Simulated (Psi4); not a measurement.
**SiHClF2 (SMILES F[SiH](F)Cl): M06-2X/6-311+G(d,p)**

What is the vertical ionisation energy of SiHClF2 at M06-2X/6-311+G**? 

The calculation is run with Psi4 1.11.

1 further run of the same task is left out (set aside as unsound or not needed).

**1. The structure to begin with**

SiHClF2 has 5 atoms, charge 0, and is taken as a singlet. As SMILES, `F[SiH](F)Cl`. Geometry: relaxed at PBE0-D4/def2-TZVP.

Bond lengths: F1–Si2 1.577 Å, Si2–F3 1.577 Å, Si2–Cl4 2.018 Å, Si2–H5 1.465 Å. Angles: F1–Si2–F3 107.6°, F1–Si2–Cl4 109.0°, F3–Si2–Cl4 109.0°, F1–Si2–H5 109.8°, F3–Si2–H5 109.8°, Cl4–Si2–H5 111.5°.

**2. Energy and forces at M06-2X/6-311+G(d,p)**

File job.json:

```json
{
 "schema_name": "qcschema_input",
 "schema_version": 1,
 "molecule": {
  "schema_name": "qcschema_molecule",
  "schema_version": 2,
  "symbols": ["F", "Si", "F", "Cl", "H"],
  "geometry": [-0.64175099, -1.17427581, 2.68360007, 0.18122474, -0.00037795, 0.07143165, -0.06330583, 2.96082289, 0.29574214, -2.18735799, -1.23966034, -2.64845116, 2.8054874, -0.68597058, -0.48036838],
  "molecular_charge": 0,
  "molecular_multiplicity": 1,
  "fix_symmetry": "c1",
  "fix_com": true,
  "fix_orientation": true
 },
 "driver": "gradient",
 "model": {
  "method": "m06-2x",
  "basis": "6-311+G**"
 },
 "keywords": {
  "puream": true,
  "e_convergence": 1e-09,
  "d_convergence": 1e-08,
  "scf_type": "pk",
  "dft_radial_points": 99,
  "dft_spherical_points": 590,
  "scf_properties": ["MAYER_INDICES", "DIPOLE", "QUADRUPOLE"]
 }
}
```

Run with:

```
$ psi4 --qcschema job.json -n 1 --memory 1600MB
```

stdout:

```text
[...]
  Running in c1 symmetry.
[...]
  Nuclear repulsion =  230.926516300095187
[...]
  Multiplicity = 1
[...]
  Nalpha       = 25
  Nbeta        = 25
[...]
    Number of basis functions: 110
[...]
   @RKS iter   1:  -950.05911761854497   -3.61485e-01   4.74400e-03 DIIS/ADIIS
[...]
   @RKS iter  10:  -950.13365786024929   -7.73070e-12   4.16841e-09 DIIS
[...]
    Orbital Energies [Eh]
    ---------------------
    Doubly Occupied:
       1A   -102.695066     2A    -67.125143     3A    -25.267512
       4A    -25.267504     5A     -9.839124     6A     -7.562647
       7A     -7.558267     8A     -7.558241     9A     -5.667371
      10A     -3.980802    11A     -3.980337    12A     -3.977456
      13A     -1.384332    14A     -1.364747    15A     -0.960806
      16A     -0.693039    17A     -0.622084    18A     -0.603313
      19A     -0.595496    20A     -0.562731    21A     -0.547048
      22A     -0.526927    23A     -0.462136    24A     -0.426060
      25A     -0.420872
[...]
  @RKS Final Energy:  -950.13365786024929
   => Energetics <=
    Nuclear Repulsion Energy =            230.9265163000951873
    One-Electron Energy =               -1775.4885860658632737
    Two-Electron Energy =                 627.9688242918925880
    DFT Exchange-Correlation Energy =     -33.5404123863739301
    Empirical Dispersion Energy =           0.0000000000000000
    VV10 Nonlocal Energy =                  0.0000000000000000
    Total Energy =                       -950.1336578602492864
[...]
 Multipole Moments:
 ------------------------------------------------------------------------------------
     Multipole            Electronic (a.u.)      Nuclear  (a.u.)        Total (a.u.)
 ------------------------------------------------------------------------------------
 L = 1.  Multiply by 2.5417464519 to convert [e a0] to [Debye]
 Dipole X            :         38.6945923          -38.1879635            0.5066289
 Dipole Y            :          5.4768449           -5.6865639           -0.2097190
 Dipole Z            :         17.4495538          -17.6899151           -0.2403613
 Magnitude           :                                                    0.5986889
 L = 2.  Multiply by 1.3450342976 to convert [e a0^2] to [Debye ang]
 Quadrupole XX       :       -119.2758351           93.4103155          -25.8655196
 Quadrupole XY       :        -49.6295836           49.2668332           -0.3627504
[...]
  -Total Gradient:
     Atom            X                  Y                   Z
    ------   -----------------  -----------------  -----------------
       1        0.004046565394     0.004179227247    -0.009823405107
       2       -0.010955217878     0.007390968165     0.010160416376
       3        0.001894816222    -0.011217254514    -0.000932085905
       4        0.001482015997     0.000330963259     0.000930661066
       5        0.003634120711    -0.000782136207    -0.000480957714
[...]
```

The result, in JSON:

```text
{
 "driver": "gradient",
 "model": {
  "method": "m06-2x",
  "basis": "6-311+G**"
 },
 "success": true,
 "return_result": [0.004046565393675448, 0.004179227247349072, -0.00982340510730366, -0.01095521787823621, 0.007390968164865104, 0.010160416375998106, 0.0018948162220968918, -0.011217254514271038, -0.0009320859048918707, 0.0014820159966390939, 0.0003309632592048764, 0.0009306610664361059, 0.003634120711469138, -0.0007821362071531238, -0.0004809577137967584],
 "properties": {
  "calcinfo_nbasis": 110,
  "calcinfo_nmo": 110,
  "calcinfo_nalpha": 25,
  "calcinfo_nbeta": 25,
  "calcinfo_natom": 5,
  "nuclear_repulsion_energy": 230.9265163000952,
  "return_energy": -950.1336578602493,
  "return_gradient": [0.004046565393675448, 0.004179227247349072, -0.00982340510730366, -0.01095521787823621, 0.007390968164865104, 0.010160416375998106, 0.0018948162220968918, -0.011217254514271038, -0.0009320859048918707, 0.0014820159966390939, 0.0003309632592048764, 0.0009306610664361059, 0.003634120711469138, -0.0007821362071531238, -0.0004809577137967584],
  "scf_one_electron_energy": -1775.4885860658633,
  "scf_two_electron_energy": 627.9688242918926,
  "scf_xc_energy": -33.54041238637393,
  "scf_dipole_moment": [0.5066288715685943, -0.20971904805291697, -0.2403613040834749],
  "scf_total_energy": -950.1336578602493,
  "scf_total_gradient": [0.004046565393675448, 0.004179227247349072, -0.00982340510730366, -0.01095521787823621, 0.007390968164865104, 0.010160416375998106, 0.0018948162220968918, -0.011217254514271038, -0.0009320859048918707, 0.0014820159966390939, 0.0003309632592048764, 0.0009306610664361059, 0.003634120711469138, -0.0007821362071531238, -0.0004809577137967584],
  "scf_iterations": 10
 }
}
```

Run time: 42 s. Hardware: 1 thread of AMD EPYC 7R43 (Zen 3), shared host; peak memory 0.52 GiB.

**3. The doublet cation at the same level**

File clf2hsi.dat:

```
memory 1600 MB

molecule system {
  1 2
  F     -0.64175099    -1.17427581     2.68360007
  Si     0.18122474    -0.00037795     0.07143165
  F     -0.06330583     2.96082289     0.29574214
  Cl    -2.18735799    -1.23966034    -2.64845116
  H      2.80548740    -0.68597058    -0.48036838
  units bohr
  symmetry c1
}

set basis 6-311+G**
set reference uks
set puream true
set e_convergence 1e-09
set d_convergence 1e-08
set scf_type pk
set dft_radial_points 99
set dft_spherical_points 590
set maxiter 200

e_tot, wfn = gradient('m06-2x', return_wfn=True)
oeprop(wfn, 'DIPOLE', 'MULLIKEN_CHARGES', 'WIBERG_LOWDIN_INDICES')
```

Run with:

```
$ psi4 -n 1 clf2hsi.dat clf2hsi.out
```

clf2hsi.out:

```text
[...]
  Running in c1 symmetry.
[...]
  Nuclear repulsion =  230.926516300095159
[...]
  Multiplicity = 2
[...]
  Nalpha       = 25
  Nbeta        = 24
[...]
    Number of basis functions: 110
[...]
   @UKS iter   1:  -949.56178206060019    1.35842e-01   4.80601e-03 ADIIS/DIIS
[...]
   @UKS iter  17:  -949.65743752562923   -3.97904e-12   4.99456e-09 DIIS
[...]
   @S^2 Observed:                7.552848514E-01
[...]
  @UKS Final Energy:  -949.65743752562923
   => Energetics <=
    Nuclear Repulsion Energy =            230.9265163000951588
    One-Electron Energy =               -1762.1074923950463926
    Two-Electron Energy =                 614.8834534852431943
    DFT Exchange-Correlation Energy =     -33.3599149159211166
    Empirical Dispersion Energy =           0.0000000000000000
    VV10 Nonlocal Energy =                  0.0000000000000000
    Total Energy =                       -949.6574375256292342
[...]
  -Total Gradient:
     Atom            X                  Y                   Z
    ------   -----------------  -----------------  -----------------
       1        0.002858261114     0.003017336610     0.013494427752
       2       -0.024821528745    -0.038282200993    -0.072295574175
       3        0.003764594188     0.009487826985     0.009758318439
       4        0.022228258827     0.015946153904     0.032998485436
       5       -0.003942316477     0.009725927210     0.015883716606
[...]
 Multipole Moments:
 ------------------------------------------------------------------------------------
     Multipole            Electronic (a.u.)      Nuclear  (a.u.)        Total (a.u.)
 ------------------------------------------------------------------------------------
 L = 1.  Multiply by 2.5417464519 to convert [e a0] to [Debye]
 Dipole X            :         -1.8406268            2.0211936            0.1805668
 Dipole Y            :         -0.1957935           -0.7283346           -0.9241281
 Dipole Z            :         -0.7847637           -0.7717668           -1.5565305
 Magnitude           :                                                    1.8191769
[...]
  Mulliken Charges: (a.u.)
   Center  Symbol    Alpha    Beta     Spin     Total
       1     F     4.60616  4.60241  0.00374 -0.20857
       2    SI     6.59430  6.60877 -0.01447  0.79693
       3     F     4.60616  4.60241  0.00375 -0.20857
       4    CL     8.67505  7.82040  0.85466  0.50455
       5     H     0.51833  0.36601  0.15232  0.11566
   Total alpha = 25.00000, Total beta = 24.00000, Total charge =  1.00000
  Wiberg Bond Indices using Orthogonal Lowdin Orbitals:
  Total Bond Index:
[...]
```

Run time: 84 s. Hardware: 1 thread of AMD EPYC 7R43 (Zen 3), shared host; peak memory 0.53 GiB.

**4. Outcome**

At M06-2X/6-311+G**:

```
                                          quantity          value
                     singlet SiHClF2: total energy  -950.13366 Eh
                    singlet SiHClF2: dipole moment         1.52 D
                      singlet SiHClF2: HOMO energy      -11.45 eV
                      singlet SiHClF2: LUMO energy        0.25 eV
                    singlet SiHClF2: HOMO–LUMO gap       11.70 eV
         singlet SiHClF2: largest force on an atom     0.857 eV/Å
                      doublet cation: total energy  -949.65744 Eh
doublet cation: HOMO energy (highest over α and β)      -18.88 eV
 doublet cation: LUMO energy (lowest over α and β)      -14.37 eV
                              doublet cation: ⟨S²⟩          0.755
          doublet cation: largest force on an atom     4.396 eV/Å
vertical ionisation energy (to the doublet cation)      12.959 eV
```

What this shows: Removing an electron at fixed nuclei costs 12.96 eV (1250 kJ/mol). The largest force (singlet SiHClF2) is 0.86 eV/Å: the shape isn't a stationary point for this species at this level. The negative HOMO energy of the first species, 11.45 eV, lies 1.51 eV below that difference.
